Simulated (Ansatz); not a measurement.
# CH3Cl2FO2W: one species, many methods

One table from this session's results is given with a row withheld; the runs are named, their logs left out.

Method: functionals in def2-TZVPP, the program's frozen cores in correlated methods; program: Ansatz 0.2.0, Gaussian basis.

Levels to be run: LDA (SPW92), PBE-D4, revPBE-D4, BLYP-D4, r2SCAN-D4, B97M-V, PBE0-D4, B3LYP-D4, r2SCANh-D4, r2SCAN0-D4, HSE06-D4, BHLYP-D4, CAM-B3LYP-D4, LC-ωPBE, ωB97X-V, ωB97M-V, B2PLYP, PBE-QIDH; CCSD(T)/def2-SVP; MP2/def2-TZVPP; MP2/def2-QZVPP; RPA on PBE.

**The geometry**

The geometry comes from an earlier relaxation with PBE0-D4 in a triple-zeta def2 set; it is a stationary point, not always the lowest conformer. W takes the def2 core potential; no spin-orbit term is included.

SMILES `C[O][W](=[O])([F])([Cl])[Cl]`, 10 atoms, charge 0, spin multiplicity 1.

Atoms are counted from 1 here; the program's logs count them from 0.

Bond lengths: C1–O2 1.398 Å, C1–H8 1.095 Å, C1–H9 1.095 Å, C1–H10 1.090 Å, O2–W3 1.840 Å, W3–O4 1.677 Å, W3–F5 1.864 Å, W3–Cl6 2.303 Å, W3–Cl7 2.303 Å. Angles: O2–C1–H8 109.4°, O2–C1–H9 109.4°, O2–C1–H10 108.9°, H8–C1–H9 109.4°, H8–C1–H10 109.8°, H9–C1–H10 109.8°, C1–O2–W3 142.4°, O2–W3–O4 100.7°, O2–W3–F5 157.9°, O2–W3–Cl6 87.8°, O2–W3–Cl7 87.8°, O4–W3–F5 101.5°, O4–W3–Cl6 110.2°, O4–W3–Cl7 110.2°, F5–W3–Cl6 84.6°, F5–W3–Cl7 84.6°, Cl6–W3–Cl7 139.5°.

The first run:

The input, in.yaml:

```yaml
crystal:
  periodic: [false, false, false]
  atoms:
    - {symbol: C, position_ang: [0.532897, -1.616782, 0.333144]}
    - {symbol: O, position_ang: [-0.335119, -0.644245, -0.170921]}
    - {symbol: W, position_ang: [-0.545815, 1.175976, -0.336851]}
    - {symbol: O, position_ang: [-2.012768, 1.245711, -1.146153]}
    - {symbol: F, position_ang: [-0.133364, 2.984899, -0.159826]}
    - {symbol: Cl, position_ang: [-0.889451, 1.253613, 1.939376]}
    - {symbol: Cl, position_ang: [1.193669, 1.150067, -1.846523]}
    - {symbol: H, position_ang: [1.509438, -1.519578, -0.152060]}
    - {symbol: H, position_ang: [0.648179, -1.477374, 1.412852]}
    - {symbol: H, position_ang: [0.115332, -2.603385, 0.129962]}
basis:
  gaussian: {orbitals: def2-TZVPP}
hamiltonian: {xc: lda}
output: {orbitals: {seedname: orbitals}}
```

On the command line:

```sh
> ansatz run in.yaml --threads 4 --pin off --events-out ev --progress --plain --max-ram 11315MiB
```

Steps of the session up to this table: LDA; PBE-D4 (GGA); revPBE-D4 (GGA); BLYP-D4 (GGA); r2SCAN-D4 (meta-GGA); B97M-V (meta-GGA); PBE0-D4 (hybrid); B3LYP-D4 (hybrid); r2SCANh-D4 (hybrid); r2SCAN0-D4 (hybrid); HSE06-D4 (hybrid); BHLYP-D4 (hybrid); CAM-B3LYP-D4 (range-separated); LC-ωPBE (range-separated); ωB97X-V (range-separated); ωB97M-V (range-separated); B2PLYP (double hybrid); PBE-QIDH (double hybrid).

One table of the session follows, with a row left open; its other results are not shown here.

It belongs to the step «Frontier levels by functional». 

| functional | HOMO (eV) | LUMO (eV) | gap (eV) |
| --- | --- | --- | --- |
| LDA (SPW92) | -7.84 | -4.40 | 3.45 |
| PBE-D4 | -7.66 | -4.16 | 3.49 |
| revPBE-D4 | -7.59 | -4.08 | 3.51 |
| BLYP-D4 | -7.51 | -4.06 | 3.46 |
| r2SCAN-D4 | -8.03 | -4.19 | 3.84 |
| B97M-V | -8.12 | -4.17 | 3.96 |
| PBE0-D4 | -9.12 | -3.51 | 5.60 |
| B3LYP-D4 | -8.85 | -3.71 | 5.13 |
| r2SCANh-D4 | -8.56 | -3.92 | 4.64 |
| r2SCAN0-D4 | -9.37 | -3.51 | 5.86 |
| HSE06-D4 | -8.71 | -3.89 | 4.82 |
| BHLYP-D4 | -10.46 | -2.66 | 7.80 |
| CAM-B3LYP-D4 | ? | ? | ? |
| LC-ωPBE | -11.87 | -1.32 | 10.55 |
| ωB97X-V | -11.51 | -1.39 | 10.12 |
| ωB97M-V | -11.38 | -1.41 | 9.97 |

**Question.** Estimate the row for CAM-B3LYP-D4.

The run gave: HOMO (eV): -10.50; LUMO (eV): -2.46; gap (eV): 8.04. In the column «HOMO (eV)» it lies between ωB97M-V (-11.38) and BHLYP-D4 (-10.46).
